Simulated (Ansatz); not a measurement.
# BeBr3: the cost of one run

Program: Ansatz 0.2.0. Level of theory: DFT PBE, scalar-relativistic, plane waves, PAW. These are calculated values, not measurements.

## Step 1: The starting structure

Symmetry: Pm-3m, No. 221, cubic system. The conventional cell has a = 4.553 Å, b = 4.553 Å, c = 4.553 Å, α = 90.00°, β = 90.00°, γ = 90.00°. Around Be (site symmetry m-3m) lie 12 Br at 3.22 Å. Around Br (site symmetry 4/mmm) lie 4 Be at 3.22 Å and 8 Br at 3.22 Å.

As a file:

```cif
data_structure
_symmetry_space_group_name_H-M 'Pm-3m'
_symmetry_Int_Tables_number 221
_cell_length_a 4.5525
_cell_length_b 4.5525
_cell_length_c 4.5525
_cell_angle_alpha 90.000
_cell_angle_beta 90.000
_cell_angle_gamma 90.000
_cell_volume 94.35
loop_
_atom_site_label
_atom_site_type_symbol
_atom_site_symmetry_multiplicity
_atom_site_Wyckoff_symbol
_atom_site_fract_x
_atom_site_fract_y
_atom_site_fract_z
_atom_site_occupancy
Be1 Be 1 a 0.00000 0.00000 0.00000 1
Br1 Br 3 c 0.00000 0.50000 0.50000 1
```

(A quick probe on a coarse mesh, which set the mesh and smearing, is not shown.)

## Step 3: The relaxation

File input.yaml:

```yaml
crystal:
  lattice:
    - [4.5525083427, 0.0, 0.0]
    - [0.0, 4.5525083427, 0.0]
    - [0.0, 0.0, 4.5525083427]
  atoms:
    - { symbol: Be, position: [0.0, 0.0, 0.0] }
    - { symbol: Br, position: [0.0, 0.5, 0.5] }
    - { symbol: Br, position: [0.5, 0.0, 0.5] }
    - { symbol: Br, position: [0.5, 0.5, 0.0] }
basis:
  ecutwfc: 420
kpoints:
  mp_grid: { grid: [10, 10, 10] }
hamiltonian:
  xc: pbe
scf:
  occupations: { method: gaussian, width: 0.1 }
output:
  forces: true
  stress: true
  eigenvalues: true
relax:
  adjacent_minimum: "off"
  f_tol: 0.01
  max_steps: 80
  cell: { stress_tol: 0.05 }
```

Command:

```
ansatz run input.yaml --threads 1 --pin off --max-ram 2560MiB --backend cpu --events-out ev --progress --plain --runs-dir out
```

**Question.** How long does this run take on 1 thread of Intel Xeon Platinum 8259CL at 2.50GHz (Skylake/Cascade Lake), shared host, and how much memory does it need?

About 21 s, with a peak of 0.45 GiB.
